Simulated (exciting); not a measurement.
Write the native input for exciting (release sodium) that does the following.

| Property | Result |
| --- | --- |
| Task | single point |
| Functional | PBEsol |
| Potentials or basis | all-electron LAPW+lo, shipped species files, valence relativity iora* |
| rgkmax | 6 |
| k mesh | 6 × 6 × 6 |
| Occupations | gaussian, width 0.027 eV |
| Spin | no spin polarisation |
| outputlevel | normal |
| gmaxvr (cutoff of density and potential) | 14 1/bohr |
| lmaxapw (and lmaxmat) | 10 |
| lmaxvr | 8 |
| nempty | 14 |
| Valence relativity | iora* |
| epsengy | 1e-05 Ha |
| epspot | 1e-05 Ha |
| maxscl | 60 |
| Muffin-tin radii | Ag 2.3, B 1.45 bohr |

Crystal: AgB.

```
Ag B
1.0
     3.00598    0.00000    0.00000
     0.00000    3.00598    0.00000
     0.00000    0.00000    3.00598
Ag B
1 1
Direct
  0.00000 0.00000 0.00000
  0.50000 0.50000 0.50000
```

The cell was built by a generator and needn't be a form met in nature.

The input as run:

input.xml

```xml
<input>
  <title>AgB</title>
  <structure speciespath="./" tshift="false">
    <crystal scale="1">
      <basevect>5.680474400760 0.000000000000 0.000000000000</basevect>
      <basevect>0.000000000000 5.680474400760 0.000000000000</basevect>
      <basevect>0.000000000000 0.000000000000 5.680474400760</basevect>
    </crystal>
    <species speciesfile="Ag.xml" rmt="2.3">
      <atom coord="0.000000000000 0.000000000000 0.000000000000"/>
    </species>
    <species speciesfile="B.xml" rmt="1.45">
      <atom coord="0.500000000000 0.500000000000 0.500000000000"/>
    </species>
  </structure>
  <groundstate do="fromscratch" ngridk="6 6 6" rgkmax="6" gmaxvr="14" lmaxapw="10" lmaxmat="10" lmaxvr="8" xctype="GGA_PBE_SOL" stype="Gaussian" swidth="0.00099223" nempty="14" ValenceRelativity="iora*" epsengy="1e-05" epspot="1e-05" maxscl="60" tforce="true" outputlevel="normal"/>
</input>
```

Potentials or basis: all-electron LAPW+lo, shipped species files, valence relativity iora*.

Run with:

```bash
$ OMP_NUM_THREADS=1 exciting_smp
```

It gave:

| Item | Value |
| --- | --- |
| Band gap on the k mesh | none (metal or under the smearing width) |
| All electrons inside the program's atomic spheres | Ag 45.20; B 2.92 (radii Ag 2.3, B 1.45 bohr) |

It took 74 s on 1 thread of Arm Neoverse V1, with other jobs on the host, peak memory 0.12 GiB.
